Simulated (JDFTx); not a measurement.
Here is a JDFTx 1.7.0 (patched build) calculation.

TiRh.in

```
lattice \
    5.6465016604     0.0000000000     0.0000000000 \
    0.0000000000     5.6465016604     0.0000000000 \
    0.0000000000     0.0000000000     6.3305825175
coords-type Lattice
ion Rh     0.0000000000     0.0000000000     0.0000000000 1
ion Ti     0.5000000000     0.5000000000     0.5000000000 1

ion-species pseudo/Rh.upf
ion-species pseudo/Ti.upf
elec-cutoff 44 352
elec-ex-corr gga-PBEsol
kpoint-folding 9 9 8
elec-smearing Fermi 0.0018374661
elec-n-bands 21
electronic-SCF nIterations 100 energyDiffThreshold 1e-09
electronic-minimize nIterations 30 energyDiffThreshold 1e-7
converge-empty-states yes
forces-output-coords Cartesian

dump-name run.$VAR
dump End Ecomponents EigStats BandEigs Kpoints Forces Stress ElecDensity Dtot KEdensity
```

Potentials or basis: PseudoDojo-SR-PBEsol-0.4.1-standard with smoothed tails.

Command:

```sh
$ jdftx -c 1 -i TiRh.in -o TiRh.out
```

(1) Estimate the pressure.

(2) What does it give for the band gap on the k mesh?

Answers

(1) -6.6 GPa.

(2) none (metal or under the smearing width).
